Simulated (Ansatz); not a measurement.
# InH2+ (singlet): the correlation ladder at scale of all distances = 1.742, def2-TZVPP

Aim: climb from Hartree-Fock through coupled cluster and multireference methods for InH2+ (singlet) at one geometry and basis, and see what each rung misses.

Program: Ansatz 0.2.0, Gaussian basis. Level of theory: def2-TZVPP, core rule «outside noble gas», up to 9 orbitals frozen. These are calculated values, not measurements.

To be run: UHF; CCSD(T) on RHF; CCSD(T) on UHF; BCCD(T) on RHF; CCSDT(Q) on RHF; CCSDT(Q) on UHF; CASSCF and NEVPT2, 2 electrons in 2 orbitals; CASSCF and MRCISD+Q, 4 electrons in 6 orbitals; CASSCF and NEVPT2, 4 electrons in 6 orbitals; Full CI.

19 further runs of the same task are left out: 12 that didn't finish, 7 set aside as unsound or not needed.

## Step 1: The geometry

The geometry derives from a PBE0/def2-TZVP stationary point (not a proven minimum). All distances are scaled together. No spin-orbit coupling is included. Elements past krypton take def2 core potentials.

3 atoms, charge 1, spin multiplicity 1.

Atoms are counted from 1 here; the program's logs count them from 0.

No contacts short enough for the rule that draws bonds.

## Step 2: UHF

Contents of in.yaml:

```yaml
crystal:
  periodic: [false, false, false]
  atoms:
    - {symbol: In, position_ang: [0.000000, 0.000000, 0.000000]}
    - {symbol: H, position_ang: [0.000000, 0.000000, -2.901127]}
    - {symbol: H, position_ang: [0.000000, 0.000000, 2.901127]}
basis:
  gaussian: {orbitals: def2-TZVPP}
total_charge: 1
magnetization: {spin_polarized: true, initial_magnetization: 0}
hamiltonian: {xc: hf}
output: {orbitals: {seedname: orbitals}}
```

The run is started by

```bash
ansatz run in.yaml --threads 1 --pin off --events-out ev --progress --plain --max-ram 2393MiB
```

After this run come: CCSD(T) on RHF; CCSD(T) on UHF; BCCD(T) on RHF; CCSDT(Q) on RHF; CCSDT(Q) on UHF; CASSCF and NEVPT2, 2 electrons in 2 orbitals; CASSCF and MRCISD+Q, 4 electrons in 6 orbitals; CASSCF and NEVPT2, 4 electrons in 6 orbitals; Full CI.

**Question.** What will the summary of the whole plan be? Wanted: FCI below the RHF energy; RMP2 from FCI; UMP2 from FCI; RCCSD from FCI; RCCSD(T) from FCI; UCCSD(T) from FCI; RCCSDT(Q) from FCI; UCCSDT(Q) from FCI; NEVPT2 pair from FCI.

**Answer**, as computed:

```
                         quantity                                                                                                    value
         FCI below the RHF energy                                                                                               -5.0461 eV
                    RMP2 from FCI                                                                                              -2870.2 meV
                    UMP2 from FCI                                                                                               +318.4 meV
                   RCCSD from FCI                                                                                                +53.5 meV
                RCCSD(T) from FCI                                                                                               -116.8 meV
                UCCSD(T) from FCI                                                                                                +21.9 meV
               RCCSDT(Q) from FCI                                                                                                 -0.4 meV
               UCCSDT(Q) from FCI                                                                                                 -7.3 meV
             NEVPT2 pair from FCI                                                                                               +304.5 meV
          NEVPT2 valence from FCI                                                                                                +41.8 meV
        MRCISD+Q valence from FCI                                                                                                 -2.8 meV
levels within 1 kcal/mol (43 meV)  UCCSD, UCCSD(T), RCCSDT, UCCSDT, RCCSDT(Q), UCCSDT(Q), NEVPT2 valence, MRCISD valence, MRCISD+Q valence
                    T1 diagnostic                                                                                                    0.071
   effectively unpaired electrons                                                                                                     1.93
```

RCCSD(T) misses by -116.8 meV, 2.3 % of the correlation energy. CCSD(T) misses by -116.8 meV on the restricted determinant and by +21.9 meV on the unrestricted one; the two need not hold the same state or core. RMP2, RCCSD(T), BCCD(T), RCCSDT, UCCSDT, UCCSDT(Q), MRCISD+Q valence fall below full CI: unrestricted runs freeze a spin-polarised core, another one than full CI's, and coupled cluster isn't variational. With 1.9 effectively unpaired electrons against 0 the state is strongly multireference. Coupled cluster on one determinant still stays close here. Of the multireference levels listed MRCISD+Q valence comes nearest in total energy (-2.8 meV), which doesn't show that its space is the better one. Coupled cluster took another determinant than the lowest Hartree-Fock one. These misses are within one basis, not against nature.
